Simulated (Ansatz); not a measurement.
**C₃H₉BS: up Jacob's ladder to CCSD(T)**

Aim: compute C₃H₉BS with functionals from several rungs and with coupled cluster. The yardstick is the atomisation energy at the CCSD(T) limit.

Method: functionals in def2-TZVPP, the program's frozen cores in correlated methods; program: Ansatz 0.2.0, Gaussian basis.

Plan: LDA (SPW92), PBE-D4, revPBE-D4, BLYP-D4, r2SCAN-D4, B97M-V, PBE0-D4, B3LYP-D4, r2SCANh-D4, r2SCAN0-D4, HSE06-D4, BHLYP-D4, CAM-B3LYP-D4, LC-ωPBE, ωB97X-V, ωB97M-V, B2PLYP, PBE-QIDH; CCSD(T)/def2-SVP; CCSD(T)/def2-TZVPP; MP2/def2-QZVPP; extrapolation to the limit; RPA on PBE.

## (1) The geometry

An earlier PBE0-D4 in a triple-zeta def2 set relaxation fixed the geometry.

SMILES `CBCSC`, 14 atoms, charge 0, spin multiplicity 1.

Atoms are counted from 1 here; the program's logs count them from 0.

Bond lengths: C1–B2 1.551 Å, C1–H6 1.091 Å, C1–H7 1.093 Å, C1–H8 1.103 Å, B2–C3 1.564 Å, B2–H9 1.203 Å, C3–S4 1.796 Å, C3–H10 1.099 Å, C3–H11 1.101 Å, S4–C5 1.796 Å, C5–H12 1.091 Å, C5–H13 1.092 Å, C5–H14 1.092 Å. Angles: B2–C1–H6 114.4°, B2–C1–H7 114.4°, B2–C1–H8 104.9°, H6–C1–H7 110.3°, H6–C1–H8 106.2°, H7–C1–H8 105.7°, C1–B2–C3 124.6°, C1–B2–H9 120.1°, C3–B2–H9 115.2°, B2–C3–S4 115.7°, B2–C3–H10 108.5°, B2–C3–H11 106.4°, S4–C3–H10 110.5°, S4–C3–H11 110.2°, H10–C3–H11 105.0°, C3–S4–C5 100.2°, S4–C5–H12 107.3°, S4–C5–H13 111.2° and more.

## (2) LDA

This LDA is Slater exchange with PW92 correlation.

File in.yaml:

```yaml
crystal:
  periodic: [false, false, false]
  atoms:
    - {symbol: C, position_ang: [-1.896142, 0.854593, 1.215021]}
    - {symbol: B, position_ang: [-0.735445, 1.395520, 0.339176]}
    - {symbol: C, position_ang: [0.375624, 0.507502, -0.311070]}
    - {symbol: S, position_ang: [0.223728, -1.260013, -0.031190]}
    - {symbol: C, position_ang: [1.683856, -1.846215, -0.897035]}
    - {symbol: H, position_ang: [-2.330984, 1.590527, 1.892852]}
    - {symbol: H, position_ang: [-1.663045, -0.066326, 1.754870]}
    - {symbol: H, position_ang: [-2.691422, 0.587125, 0.499464]}
    - {symbol: H, position_ang: [-0.668462, 2.569247, 0.084750]}
    - {symbol: H, position_ang: [0.409302, 0.724167, -1.387499]}
    - {symbol: H, position_ang: [1.336518, 0.873605, 0.082869]}
    - {symbol: H, position_ang: [1.704203, -2.932393, -0.800520]}
    - {symbol: H, position_ang: [2.595058, -1.437538, -0.455371]}
    - {symbol: H, position_ang: [1.644109, -1.589201, -1.957517]}
basis:
  gaussian: {orbitals: def2-TZVPP}
hamiltonian: {xc: lda}
output: {orbitals: {seedname: orbitals}}
```

The runs that follow: PBE-D4 (GGA); revPBE-D4 (GGA); BLYP-D4 (GGA); r2SCAN-D4 (meta-GGA); B97M-V (meta-GGA); PBE0-D4 (hybrid); B3LYP-D4 (hybrid); r2SCANh-D4 (hybrid); r2SCAN0-D4 (hybrid); HSE06-D4 (hybrid); BHLYP-D4 (hybrid); CAM-B3LYP-D4 (range-separated); LC-ωPBE (range-separated); ωB97X-V (range-separated); ωB97M-V (range-separated); B2PLYP (double hybrid); PBE-QIDH (double hybrid); CCSD(T) in def2-SVP; CCSD(T) in def2-TZVPP; MP2 in def2-QZVPP; RPA on PBE orbitals.

Q: Predict the results of all the runs planned. Wanted: atomisation energy, CCSD(T)/CBS; farthest beyond LDA; mean size of error, GGA; mean size of error, meta-GGA; mean size of error, hybrid; mean size of error, range-separated; mean size of error, double hybrid; gap, smallest and largest; T1 diagnostic.

As calculated:

```
                               quantity                                                                    value
        atomisation energy, CCSD(T)/CBS                                                          1244.4 kcal/mol
functionals within 6.2 kcal/mol (0.5 %)  revPBE-D4, BLYP-D4, B3LYP-D4, r2SCANh-D4, r2SCAN0-D4, LC-ωPBE, PBE-QIDH
                    farthest beyond LDA                                                  PBE-D4 (+24.5 kcal/mol)
                mean size of error, GGA                                                             9.5 kcal/mol
           mean size of error, meta-GGA                                                             9.8 kcal/mol
             mean size of error, hybrid                                                             9.3 kcal/mol
    mean size of error, range-separated                                                             6.0 kcal/mol
      mean size of error, double hybrid                                                             5.5 kcal/mol
              gap, smallest and largest                                3.00 eV (LDA (SPW92)), 10.47 eV (LC-ωPBE)
                          T1 diagnostic                                                                   0.0101
triples share of the correlation energy                                                                    3.9 %
```

**Reading.** The LDA atomisation energy is off by 167.5 kcal/mol (13 %): it overbinds. PBE-D4 misses by +24.5 kcal/mol. Double hybrids carry the basis error of their MP2 part in triple zeta, and no dispersion term here, so their miss is partly the set-up's. The rungs double hybrid, range-separated miss on average by less than the doubt on the reference (6.2 kcal/mol), so they tie. Misses under about 6.2 kcal/mol are within the doubt on the reference itself, which lacks core-valence correlation, relativity and higher excitations. Hartree-Fock recovers 76 % of the binding; the rest is correlation. CCSD(T) in def2-SVP is off by -56.2 kcal/mol, which most functionals beat. Orbital gaps span 3.0 to 10.5 eV; exact exchange widens them.
